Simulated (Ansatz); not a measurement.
Predict the output of the script below (Ansatz 0.2.0, Python API).

`ch6alfge.xyz`
```text
10

C     0.07140    1.40210   -1.24900
Al    0.82300    0.20010    0.06830
F     2.54030    0.33670    0.47390
Ge   -0.48590   -1.48990    1.12680
H     0.54280    1.32400   -2.25270
H     0.13380    2.50730   -0.90530
H    -1.02700    1.21180   -1.37910
H     0.04720   -2.88830    0.79830
H    -0.55590   -1.26670    2.70740
H    -2.00660   -1.38820    0.61430
```

The script, `tae.py`:
```python
# -*- coding: utf-8 -*-
'''Energy to split CH6AlFGe into its atoms.'''

from collections import Counter
from dataclasses import dataclass

import ansatz as az


@dataclass(frozen=True)
class RunConfig:
    basis: str = 'cc-pVDZ'
    xc: str = 'r2SCAN'


opts = RunConfig()


def energy_of(molecule, charge=0, unpaired=0):
    calc = (
        molecule.calculation()
        .basis(gaussian=opts.basis)
        .functional(opts.xc)
        .accuracy('high')
    )
    if charge:
        calc = calc.charge(charge)
    if unpaired:
        calc = calc.spin('collinear', total=unpaired)
    return calc.run().report['free_energy_ev']

ch6alfge = az.Crystal.molecule_from_extxyz('ch6alfge.xyz')

# unpaired electrons of the ground-state atoms
unpaired = {'C': 2, 'Al': 1, 'F': 1, 'Ge': 2, 'H': 1}
counts = Counter(site.symbol for site in ch6alfge.cartesian_sites)
atom_energy = {s: energy_of(az.Crystal.molecule().atom(s, (0, 0, 0)), 0, unpaired[s]) for s in counts}
whole = energy_of(ch6alfge, 0, 0)
for s, e in atom_energy.items():
    print(f'{s:2s} x{counts[s]}  {e:14.5f} eV')
print(f'CH6AlFGe: {whole:.5f} eV')
split = sum(counts[s] * e for s, e in atom_energy.items()) - whole
print(f'atomisation energy (no zero-point term): {96.485332 * split:.1f} kJ/mol, {split / sum(counts.values()):.3f} eV an atom')
```

`python tae.py` gives:
```text
C  x1     -1029.30530 eV
Al x1     -6594.06165 eV
F  x1     -2712.59775 eV
Ge x1    -56514.61197 eV
H  x6       -13.58415 eV
CH6AlFGe: -66965.12369 eV
atomisation energy (no zero-point term): 3188.1 kJ/mol, 3.304 eV an atom
```

3188.1 kJ/mol from the electronic energies, without the zero-point term.

What to keep in mind:
- The settings weren't tested for convergence.
- The geometry is a force-field or estimated start, not a minimum of this method, and the basis set is short of its limit. All parts are taken at fixed geometry, without zero-point energy.
- For Al to Cl the sets with a tight d function, cc-pV(X+d)Z, are usual.
- Timing: 17 s on 1 thread of Intel(R) Xeon(R) 6975P-C (Granite Rapids), on a shared host, peak memory 0.44 GiB.

(A comment or docstring line of the script was reworded after the run, the code is as it ran; lines on the test bed's own set-up are left out of the output.)
